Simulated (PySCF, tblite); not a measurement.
**2-methylpyrimidine: geometry, infrared bands, NMR shifts, spin-spin couplings and electronic excitations**

What infrared bands, NMR shifts, spin-spin couplings and electronic excitations should 2-methylpyrimidine (`Cc1ncccn1`) show?

Programs: tblite 0.8.0 and PySCF 2.14.0, with density-fitted response routines of our own. Each step states its level of theory. These are calculated values for one molecule in the gas phase, unless marked as measured. Atoms count from 0, in the outputs and in this text.

## Step 1: The molecule as given

13 atoms, charge 0, multiplicity 1; geometry from: GFN2-xTB.

Bonds of the start (Å): C0–C1 1.49, C1–N2 1.33, N2–C3 1.32, C3–C4 1.39, C4–C5 1.39, C5–N6 1.32, N6–C1 1.33, C0–H7 1.09, C0–H8 1.09, C0–H9 1.09, C3–H10 1.08, C4–H11 1.08, C5–H12 1.08.

## Step 2: Infrared spectrum with GFN2-xTB

The job: settings as JSON, then the geometry in Å.

```
{"job": {"kind": "ir", "xc": "GFN2-xTB", "basis": "xTB"}, "charge": 0, "multiplicity": 1}
C      2.192248    -0.198917     0.116253
C      0.710288    -0.066070     0.021326
N      0.212212     1.153995    -0.143128
C     -1.102265     1.271318    -0.205593
C     -1.949055     0.176715    -0.107432
C     -1.327374    -1.052222     0.060430
N     -0.013405    -1.174996     0.122656
H      2.501645    -1.174391    -0.246659
H      2.673366     0.595325    -0.446485
H      2.490101    -0.109972     1.160371
H     -1.479887     2.277696    -0.338450
H     -3.020664     0.274495    -0.159910
H     -1.891597    -1.972490     0.148894
```

**Question.** This job is followed by: PBE0-D3(BJ)/def2-SVP geometry optimisation, gas phase; GIAO PBE0/pcSseg-1 NMR shielding, non-relativistic, gas phase; B3LYP/pcJ-1 indirect spin-spin coupling, non-relativistic, gas phase; TDDFT B3LYP/def2-SVPD, vertical, gas phase, core orbitals frozen in the response; GIAO B3LYP/pcSseg-2 NMR shielding, non-relativistic, gas phase. Predict these results of the whole session: strongest single infrared mode (GFN2-xTB); zero-point energy (GFN2-xTB); point group; rotational constants (main isotopes); 13C shifts against TMS (PBE0/pcSseg-1, means over atoms taken as alike); 1H shifts against TMS (PBE0/pcSseg-1, means over atoms taken as alike); 15N shifts against NH3 (PBE0/pcSseg-1, means over atoms taken as alike); largest coupling of the table (B3LYP/pcJ-1); lowest singlet (B3LYP/def2-SVPD); brightest single state of those computed; lowest triplet; vertical ionisation energy (ΔSCF); vertical electron affinity (ΔSCF); range of the shift of C1.

As calculated:

| quantity | value |
| --- | --- |
| strongest single infrared mode (GFN2-xTB) | 1555 cm⁻¹, 140 km/mol |
| zero-point energy (GFN2-xTB) | 63.2 kcal/mol |
| point group | Cs |
| rotational constants (main isotopes) | 5.92, 2.76, 1.91 GHz |
| 13C shifts against TMS (PBE0/pcSseg-1, means over atoms taken as alike) | 175.2, 162.6, 123.0, 28.6 ppm |
| 1H shifts against TMS (PBE0/pcSseg-1, means over atoms taken as alike) | 8.70, 6.88, 2.84 ppm |
| 15N shifts against NH3 (PBE0/pcSseg-1, means over atoms taken as alike) | 334.5 ppm |
| largest coupling of the table (B3LYP/pcJ-1) | 1J(C,H) C3–H10, 186.9 Hz |
| lowest singlet (B3LYP/def2-SVPD) | 4.17 eV (297 nm), f = 0.004 |
| brightest single state of those computed | state 10, 7.47 eV, f = 0.420 |
| lowest triplet | 3.69 eV |
| vertical ionisation energy (ΔSCF) | 9.27 eV |
| vertical electron affinity (ΔSCF) | -0.64 eV (unbound: the value hangs on the basis) |
| range of the shift of C1 | 175.2 to 182.3 ppm |

In words: All 33 modes are real, so the xTB geometry is a minimum. The strongest single mode, at 1555 cm⁻¹, is carried by C1, C4, C5, C3. Unscaled tight-binding wavenumbers are off by several per cent, some by more. Its intensities can rank the bands wrongly. Over 2 steps the energy fell by 0.031 eV; of the close pairs, C3–H10 changed most, 1.083 to 1.097 Å. At PBE0/pcSseg-1: The widest tensor belongs to N2, N6: span 600 ppm, with a paramagnetic part of -401 ppm. NICS(1)zz of -26 ppm above the planar ring from C1 marks a diatropic (aromatic) ring current. Of the pairs tabulated at B3LYP/pcJ-1, C3–H10 (mean over like pairs) couples most strongly (186.9 Hz; Fermi contact 186.4 Hz). The first singlet state (HOMO→LUMO 1.00) lies at 4.17 eV and is weak; of the 10 states computed, the strongest absorption comes from state 10 at 7.47 eV (the last computed, so partners may be missing). The lowest triplet lies 0.48 eV below the lowest singlet (triplets in Tamm-Dancoff, singlets in full TDDFT). The orbital energy would give 7.00 eV for ionisation, ΔSCF gives 9.27 eV. In ppm, C1 moves most: its shift spreads over 7.1 ppm, from 175.2 (PBE0/pcSseg-1) to 182.3 (B3LYP/pcSseg-2).
